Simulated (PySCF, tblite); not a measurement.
# C4H13N2PSi2: geometry, infrared bands and NMR shifts

What infrared bands and NMR shifts should C4H13N2PSi2 (`CC#C[Si@](N)(P)[SiH2]NC`) show?

Computed with tblite 0.8.0 and PySCF 2.14.0, with density-fitted response routines of our own, on a single molecule in the gas phase. Atoms are numbered from 0 throughout.

## (1) Starting geometry

22 atoms, charge 0, multiplicity 1; geometry from: force field or distance geometry start.

Bonds of the start (Å): C0–C1 1.47, C1–C2 1.23, C2–Si3 1.78, Si3–N4 1.82, Si3–P5 2.19, Si3–Si6 2.22, Si6–N7 1.80, N7–C8 1.45, C0–H9 1.11, C0–H10 1.11, C0–H11 1.10, N4–H12 1.05, N4–H13 1.05, P5–H14 1.46, P5–H15 1.44, Si6–H16 1.46, Si6–H17 1.49, N7–H18 1.06, C8–H19 1.11, C8–H20 1.11, C8–H21 1.11.

## (2) Relaxing the molecule with GFN2-xTB

The job: settings as JSON, then the geometry in Å.

```
{"job": {"kind": "relax", "xc": "GFN2-xTB", "basis": "xTB"}, "charge": 0, "multiplicity": 1}
C     -4.351900     0.498800    -0.831200
C     -2.958800     0.347700    -0.403200
C     -1.797300     0.221400    -0.024500
Si    -0.107200     0.083400     0.523300
N     -0.175200    -0.754100     2.139200
P      0.917400     2.010000     0.709200
Si     1.107600    -1.202700    -0.822100
N      2.604700    -0.328900    -1.312300
C      3.320500     0.202100    -0.163400
H     -4.832100     1.391600    -0.384600
H     -4.926400    -0.394000    -0.520600
H     -4.359400     0.545300    -1.931500
H     -0.679300    -1.667600     2.041700
H     -0.721400    -0.090300     2.739800
H      0.784400     2.601200     2.034900
H      0.550400     2.939900    -0.327400
H      0.321300    -1.636900    -1.975300
H      1.549300    -2.426100    -0.093300
H      3.250800    -1.039000    -1.753600
H      4.388600    -0.112400    -0.134300
H      2.781500    -0.159400     0.739000
H      3.322100     1.312000    -0.250900
```

The run is started by

```console
$ OMP_NUM_THREADS=1 python probes_run.py task.json out
```

This one command runs all jobs of the session in turn.

**Question.** This job is followed by: GFN2-xTB harmonic vibrations, gas phase; GIAO PBE0/pcSseg-1 NMR shielding, non-relativistic, gas phase. Predict these results of the whole session: strongest single infrared mode (GFN2-xTB); zero-point energy (GFN2-xTB); 13C shifts against TMS (PBE0/pcSseg-1); 1H shifts against TMS (PBE0/pcSseg-1, means over atoms taken as alike); 29Si shifts against TMS (PBE0/pcSseg-1); 15N shifts against NH3 (PBE0/pcSseg-1); 31P shifts against H3PO4 (PBE0/pcSseg-1); surface potential, 1st and 99th percentile.

As calculated:

| quantity | value |
| --- | --- |
| strongest single infrared mode (GFN2-xTB) | 2090 cm⁻¹, 406 km/mol |
| zero-point energy (GFN2-xTB) | 100.5 kcal/mol |
| 13C shifts against TMS (PBE0/pcSseg-1) | 112.2, 92.9, 35.7, 6.0 ppm |
| 1H shifts against TMS (PBE0/pcSseg-1, means over atoms taken as alike) | 5.02, 4.84, 2.75, 2.03, 1.71, 0.58, -0.43 ppm |
| 29Si shifts against TMS (PBE0/pcSseg-1) | -41.6, -42.9 ppm |
| 15N shifts against NH3 (PBE0/pcSseg-1) | 28.7, 6.1 ppm |
| 31P shifts against H3PO4 (PBE0/pcSseg-1) | -257.8 ppm |
| surface potential, 1st and 99th percentile | -1.18 V and 1.38 V |

The optimisation took 130 steps and gained 1.855 eV; among the close pairs (by a distance rule), Si3–Si6 changed most, from 2.223 to 2.315 Å. The lowest mode is imaginary (26i cm⁻¹), so the xTB geometry is not a minimum. The strongest single mode, at 2090 cm⁻¹, moves mainly H17. Unscaled tight-binding wavenumbers are off by several per cent, some by more. Its intensities can rank the bands wrongly. At PBE0/pcSseg-1: Shielding is most anisotropic at C2 (span 273 ppm, paramagnetic term -172 ppm). At PBE0/pcSseg-1, counted by nearest atom on the grid, the HOMO lies on N7 51 %; H17 11 %, the LUMO on Si3 21 %; P5 13 %.
